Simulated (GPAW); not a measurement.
The system is GaF.

```
Ga F
1.0
     3.16592    0.00000    0.00000
     0.00000    3.16592    0.00000
     0.00000    0.00000    3.16592
Ga F
1 1
Direct
  0.00000 0.00000 0.00000
  0.50000 0.50000 0.50000
```

The cell was built by a generator and needn't be a form met in nature.

Base run:

| Item | Value |
| --- | --- |
| Program | GPAW 26.7.0 |
| Functional | AM05 |
| Potentials or basis | PAW data sets generated in the run's folder for this functional |
| Cutoff | 800 eV |
| Basis | pw |
| k mesh | 8 × 8 × 8 |
| Occupations | fermi-dirac, width 0.05 eV |
| Spin | no spin polarisation |

Its results: band gap on the k mesh 0.26 eV, indirect (least direct gap 1.06 eV); pressure -4.3 GPa.

Question: The run is repeated on the same cell with these changes: functional from AM05 to PBEsol. What comes out?

Answer: Band gap on the k mesh 0.23 eV, indirect (least direct gap 1.01 eV); pressure -5.4 GPa.
